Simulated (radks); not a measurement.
# Valence configurations of C

One table from this session's results is given with a row withheld; the runs are named, their logs left out.

Program: radks (a radial shooting solver on a logarithmic mesh, Libxc functionals) version 1. Level of theory: scalar-relativistic Kohn-Sham, LDA (Slater exchange, Perdew-Wang correlation), spin-polarised, spherical densities, point nucleus; open shells are filled with parallel spins first. These are calculated values, not measurements, unless marked.

## The system

* element: carbon (Z = 6)
* charge: 0
* electrons: 6
* configuration: [He] 2s2 2p2
* others tried: 2p4; 2s1 2p3; 2s1.5 2p2.5; 2s0.5 2p3.5

Outer shells as boxes (Hund's rule):

C
```
[He] core
2s [↑↓]
2p [↑ ][↑ ][  ]
```

Set-up of the first run:

The run's settings:

```text
Z 6
configuration [He] 2s2 2p2
relativity scalar-relativistic
functional lda,pw
spin polarised
nucleus point
c 137.035999084
```

Steps of the session up to this table: [He] 2s2 2p2.

One table of the session follows, with a row left open; its other results are not shown here.

It belongs to the step «[He] 2s2 2p2». Sizes of the orbitals, from the radial functions (bohr):

```
  level     <r>  outermost maximum (interpolated)  90 % within
  1s up  0.2731                             0.175        0.491
1s down  0.2722                             0.175        0.489
  2s up   1.564                              1.21         2.50
2s down   1.629                              1.23         2.63
  2p up   1.735                              1.17         3.00
2p down       ?                                 ?            ?
```

Estimate the missing values for 2p down.

As computed: <r>: 1.960; outermost maximum (interpolated): 1.24; 90 % within: 3.47. In the column «<r>» it is the highest.
